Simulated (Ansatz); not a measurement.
# IO: the cost of one run

Method: DFT PBE+D3(BJ), scalar-relativistic, plane waves, PAW, in Ansatz 0.2.0.

## 1. Starting point

The structure is cubic, space group Fm-3m (No. 225). Conventional cell: a = 5.719 Å, b = 5.719 Å, c = 5.719 Å, α = 90.00°, β = 90.00°, γ = 90.00°. I (site symmetry m-3m) is surrounded by 6 O at 2.86 Å. Around O (site symmetry m-3m) lie 6 I at 2.86 Å.

Coordinates:

```xyz
2
Lattice="0.0000 2.8593 2.8593 2.8593 0.0000 2.8593 2.8593 2.8593 0.0000" Properties=species:S:1:pos:R:3 pbc="T T T"
I     2.8593    2.8593    2.8593
O     0.0000    0.0000    0.0000
```

Recipe of the guess: species swapped into a database cell of SrO (Fm-3m, No. 225), with I on the Sr sites. Its size is a rough estimate.

## 2. The guess as it stands, on a coarse mesh

File input.yaml:

```yaml
crystal:
  lattice:
    - [0.0, 2.85931659, 2.85931659]
    - [2.85931659, 0.0, 2.85931659]
    - [2.85931659, 2.85931659, 0.0]
  atoms:
    - { symbol: I, position: [0.5, 0.5, 0.5] }
    - { symbol: O, position: [0.0, 0.0, 0.0] }
basis:
  ecutwfc: 420
kpoints:
  mp_grid: { grid: [6, 6, 6] }
hamiltonian:
  xc: pbe
  dispersion: d3bj
scf:
  occupations: { method: gaussian, width: 0.1 }
  lower_state_search: "off"
output:
  forces: true
  stress: true
  eigenvalues: true
```

Launch:

```
$ ansatz run input.yaml --threads 1 --pin off --max-ram 2560MiB --backend cpu --events-out ev --progress --plain --runs-dir out
```

What time and memory should one allow on 1 thread of Arm Neoverse N1, shared host?

About 1.7 s, with a peak of 0.28 GiB.
